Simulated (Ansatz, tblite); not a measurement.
# The cluster In5P5: a ladder of methods and basis sets

How do method and basis change the picture of the cluster In5P5 (singlet)?

The runs use Ansatz 0.2.0, Gaussian basis; as each input shows.

Levels to be run: GFN1-xTB, GFN2-xTB, PBE-D4/def2-TZVP, r2SCAN-D4/def2-TZVP, BLYP-D4/def2-TZVP, B97M-V/def2-TZVP, PBE-D4/def2-SVP, PBE0-D4/def2-SVP, MP2/def2-SVP, RPA/def2-SVP.

4 further runs of the same task are left out: 4 that didn't finish. Runs told in other sessions of the task aren't counted.

## (1) The structure

The singlet was relaxed beforehand with PBE-D4/def2-SVP. At that level it is the lowest of the isomers that a small search found.

10 atoms, charge 0, spin multiplicity 1.

Bond lengths: In1–P8 2.977 Å, In1–P10 2.865 Å, In2–P6 2.985 Å, In2–P10 2.881 Å, In3–P9 2.695 Å, In3–P10 2.939 Å, In4–P7 2.972 Å, In4–P9 2.832 Å, In5–P9 2.822 Å, In5–P10 2.873 Å, P6–P7 2.208 Å, P6–P8 2.203 Å, P7–P9 2.192 Å, P8–P10 2.187 Å. Angles: P8–In1–P10 43.9°, P6–In2–P10 74.5°, P9–In3–P10 77.3°, P7–In4–P9 44.3°, P9–In5–P10 76.4°, In2–P6–P7 85.9°, In2–P6–P8 69.2°, P7–P6–P8 108.0°, In4–P7–P6 69.4°, In4–P7–P9 64.5°, P6–P7–P9 107.8°, In1–P8–P6 169.7°, In1–P8–P10 65.3°, P6–P8–P10 107.9°, In3–P9–In4 86.0°, In3–P9–In5 97.8°, In3–P9–P7 116.2°, In4–P9–In5 145.4° and more.

In takes a core potential in the def2 sets. No spin-orbit coupling is included.

PBE0-D4/def2-TZVP was run before; its log isn't repeated, and its numbers join the tables.

## (2) GFN1-xTB

Tight binding, by tblite at 300 K electronic temperature and without a spin-polarisation term:

```python
tblite.interface.Calculator('GFN1-xTB', numbers, positions, charge=0, uhf=0).singlepoint()
```

Energy -572.4850 eV, HOMO -7.32 eV, LUMO -6.17 eV; 0.022 s.

## (3) GFN2-xTB

Tight binding, by tblite at 300 K electronic temperature and without a spin-polarisation term:

```python
tblite.interface.Calculator('GFN2-xTB', numbers, positions, charge=0, uhf=0).singlepoint()
```

Energy -515.6468 eV, HOMO -7.96 eV, LUMO -7.08 eV; 0.022 s.

## (4) PBE-D4/def2-TZVP

start.molden holds the orbitals of an earlier run on this state, given as this run's starting guess.

File in.yaml:

```yaml
crystal:
  periodic: [false, false, false]
  atoms:
    - {symbol: In, position_ang: [-3.091604, -2.126288, 0.606040]}
    - {symbol: In, position_ang: [1.921582, -2.285441, 0.792006]}
    - {symbol: In, position_ang: [-2.225536, 0.789820, -0.550386]}
    - {symbol: In, position_ang: [0.208898, 3.212688, 1.002290]}
    - {symbol: In, position_ang: [1.027467, -0.580600, -2.751108]}
    - {symbol: P, position_ang: [1.228412, 0.466371, 1.716490]}
    - {symbol: P, position_ang: [1.908513, 1.135638, -0.274597]}
    - {symbol: P, position_ang: [-0.590036, -0.746478, 1.443294]}
    - {symbol: P, position_ang: [0.140595, 1.743742, -1.418426]}
    - {symbol: P, position_ang: [-0.528281, -1.609451, -0.565584]}
basis:
  gaussian: {orbitals: def2-TZVP, initial_orbitals: start.molden}
hamiltonian: {xc: pbe, dispersion: d4}
scf: {omitted_lower_state_checks: [starts]}
output: {forces: true, orbitals: {seedname: orbitals}}
```

Launch:

```
ansatz run in.yaml --threads 4 --pin off --events-out ev --progress --plain --max-ram 6963MiB
```

Further steps of the session: r2SCAN-D4/def2-TZVP; BLYP-D4/def2-TZVP; B97M-V/def2-TZVP; PBE-D4/def2-SVP; PBE0-D4/def2-SVP; MP2/def2-SVP; RPA/def2-SVP.

**Question.** What will the summary of the whole plan be? Wanted: gap in def2-TZVP, named functionals, smallest and largest; correlation energy, MP2/def2-SVP; binding an atom, functionals in def2-TZVP; PBE0 total energy, smallest basis above largest.

The runs gave:

| quantity | value |
| --- | --- |
| gap in def2-TZVP, named functionals, smallest and largest | 1.25 eV (PBE-D4), 2.46 eV (PBE0-D4) |
| correlation energy, MP2/def2-SVP | -28.12 eV |
| binding an atom, functionals in def2-TZVP | 2.56 (r2SCAN-D4) to 2.73 eV (PBE-D4) |
| PBE0 total energy, smallest basis above largest | 16.48 eV (def2-SVP, def2-TZVP) |

**Reading.** Orbital gaps of the named functionals in def2-TZVP span 1.25 eV (PBE-D4) to 2.46 eV (PBE0-D4); exact exchange widens it.
